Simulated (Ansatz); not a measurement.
Crystal: HPbNO4.

```
CELL_PARAMETERS angstrom
4.19923 0.11117 0.16817
1.91600 3.89132 0.12568
1.76085 1.25259 6.37266
ATOMIC_POSITIONS crystal
H 0.89145 0.68202 0.62796
Pb 0.14426 0.92872 0.88352
N 0.25670 0.28861 0.30171
O 0.83108 0.65056 0.78405
O 0.38694 0.22380 0.11295
O 0.31104 0.03576 0.45856
O 0.07726 0.60633 0.32275
```

The cell was built by a generator and needn't be a form met in nature.

Base run:

| Property | Result |
| --- | --- |
| Program | Ansatz 0.2.0 |
| Functional | RPBE |
| Potentials or basis | Ansatz PAW |
| Cutoff | 420 eV |
| Density cutoff | 1680 eV |
| k mesh | 7 × 7 × 5 |
| Occupations | fermi-dirac, width 0.05 eV |
| Spin | no spin polarisation |

Its results: band gap on the k mesh 2.87 eV, indirect (least direct gap 2.90 eV); pressure 2.7 GPa; largest force 0.258 eV/Å.

**Question.** The run is repeated on the same cell with these changes: functional from RPBE to LDA. What comes out?

**Answer.** Band gap on the k mesh 2.74 eV, indirect (least direct gap 2.76 eV); pressure -6.2 GPa; largest force 0.898 eV/Å.

LDA binds more tightly than RPBE, so the same cell stands under less pressure.

Caveats: spin-orbit coupling is left out, which as a rule narrows the gap of such compounds by several tenths of an eV; the PAW data sets come from PBE, with cores solved anew for the run's functional, which leaves a small shift of forces and pressure; the potentials were made for another functional, which shifts forces and pressure (some runs).

A k mesh can miss the band edges.

Not every run made on this cell is shown here.
